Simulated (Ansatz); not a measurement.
# GeP₂H+ (quintet): from Hartree-Fock to the top rungs, cc-pVDZ

An exercise on one series of results from a longer session: the logs are not shown, and one member is left open.

Program: Ansatz 0.2.0, Gaussian basis. Level of theory: cc-pVDZ, core rule «outside noble gas», up to 24 orbitals frozen. These are calculated values, not measurements.

To be run: UHF; CCSD(T) on ROHF; CCSD(T) on UHF; BCCD(T) on ROHF; CISD as a restricted active space (open shells left free, so some higher excitations enter); CCSDT(Q) on ROHF; CCSDT(Q) on UHF.

28 further runs of the same task are left out: 5 for a known fault of the program, 12 that didn't finish, 11 set aside as unsound or not needed. Runs told in other sessions of the task aren't counted.

### What is computed

The geometry is a PBE0/def2-TZVP stationary point (not a proven minimum) of the parent state, kept for this charge and spin. No spin-orbit coupling is included. The filled d shell of Ge may be among the frozen orbitals whatever the setting's name suggests.

4 atoms, charge 1, spin multiplicity 5.

Atoms are counted from 1 here; the program's logs count them from 0.

Bond lengths: Ge1–P2 2.289 Å, P2–P3 2.054 Å, P3–H4 1.427 Å. Angles: Ge1–P2–P3 112.1°, P2–P3–H4 94.2°.

As a file:

```xyz
4
GeHP2
Ge    0.0000   -0.1532    1.3233
P     0.0000    0.8557   -0.7317
P     0.0000   -0.5120   -2.2647
H     0.0000    0.4810   -3.2901
```

The first run:

Contents of in.yaml:

```yaml
crystal:
  periodic: [false, false, false]
  atoms:
    - {symbol: Ge, position_ang: [0.000000, -0.153216, 1.323318]}
    - {symbol: P, position_ang: [0.000000, 0.855685, -0.731683]}
    - {symbol: P, position_ang: [0.000000, -0.512012, -2.264712]}
    - {symbol: H, position_ang: [0.000000, 0.480978, -3.290095]}
basis:
  gaussian: {orbitals: cc-pVDZ}
total_charge: 1
magnetization: {spin_polarized: true, initial_magnetization: 4}
hamiltonian: {xc: hf}
output: {orbitals: {seedname: orbitals}}
```

Launch:

```console
$ ansatz run in.yaml --threads 1 --pin off --events-out ev --progress --plain --max-ram 2393MiB
```

Among the steps run: UHF; CCSD(T) on ROHF; CCSD(T) on UHF; BCCD(T) on ROHF; CISD as a restricted active space (open shells left free, so some higher excitations enter); CCSDT(Q) on ROHF; CCSDT(Q) on UHF.

One table of the session follows, with a row left open; its other results are not shown here.

```
   method  from RCCSDT(Q) (kcal/mol)
     ROHF                    +186.49
      UHF                    +179.86
     RMP2                          ?
     UMP2                     +39.78
     CISD                     +28.10
    RCCSD                      +8.93
    UCCSD                      +8.65
 RCCSD(T)                      +1.97
 UCCSD(T)                      +1.89
  BCCD(T)                      +1.88
   RCCSDT                      +0.55
   UCCSDT                      +0.40
RCCSDT(Q)                          0
UCCSDT(Q)                      -0.17
```

**Question.** Estimate the row for RMP2.

**Answer.** from RCCSDT(Q) (kcal/mol): +38.37. In the column «from RCCSDT(Q) (kcal/mol)» it lies between CISD (+28.10) and UMP2 (+39.78).

Limits of these values: Restricted and unrestricted rows rest on different reference determinants; a gap between their highest levels can come from leftover correlation error, from unlike frozen cores or from another state.
